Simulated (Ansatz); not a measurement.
# TiCo: the cost of one run

Computed with Ansatz 0.2.0 (DFT r2SCAN, scalar-relativistic, plane waves, PAW, unless a step's input says otherwise).

## 1. Starting point

Symmetry: Pm-3m, No. 221, cubic system. Conventional cell: a = 2.990 Å, b = 2.990 Å, c = 2.990 Å, α = 90.00°, β = 90.00°, γ = 90.00°. Co (site symmetry m-3m) has 8 Ti at 2.59 Å as nearest neighbours. Ti (site symmetry m-3m) has 8 Co at 2.59 Å as nearest neighbours.

As a file:

```cif
data_structure
_symmetry_space_group_name_H-M 'Pm-3m'
_symmetry_Int_Tables_number 221
_cell_length_a 2.9900
_cell_length_b 2.9900
_cell_length_c 2.9900
_cell_angle_alpha 90.000
_cell_angle_beta 90.000
_cell_angle_gamma 90.000
_cell_volume 26.73
loop_
_atom_site_label
_atom_site_type_symbol
_atom_site_symmetry_multiplicity
_atom_site_Wyckoff_symbol
_atom_site_fract_x
_atom_site_fract_y
_atom_site_fract_z
_atom_site_occupancy
Co1 Co 1 a 0.00000 0.00000 0.00000 1
Ti1 Ti 1 b 0.50000 0.50000 0.50000 1
```

## 2. Relaxing cell and atoms: TiCo, moments +

Contents of input.yaml:

```yaml
crystal:
  lattice:
    - [2.99, 0.0, 0.0]
    - [0.0, 2.99, 0.0]
    - [0.0, 0.0, 2.99]
  atoms:
    - { symbol: Co, position: [0.0, 0.0, 0.0], spin: 1.0 }
    - { symbol: Ti, position: [0.5, 0.5, 0.5] }
magnetization:
  spin_polarized: true
scf:
  occupations: { method: methfessel_paxton, width: 0.1 }
output:
  forces: true
  stress: true
  eigenvalues: true
  populations: true
  write_density: true
  write_potential: true
  elf: true
  volumetric_format: npy
kpoints:
  mp_grid: { grid: [16, 16, 16] }
hamiltonian:
  xc: r2scan
relax:
  f_tol: 0.01
  adjacent_minimum: "off"
  cell: { stress_tol: 0.05 }
```

Launch:

```sh
> ansatz run input.yaml --threads 2 --pin off --max-ram 6144MiB --backend cpu --events-out ev --progress --plain --runs-dir out
```

What time and memory should one allow on 2 threads of Intel Xeon 6975P-C (Granite Rapids), shared host?

About 25 s, with a peak of 0.61 GiB.
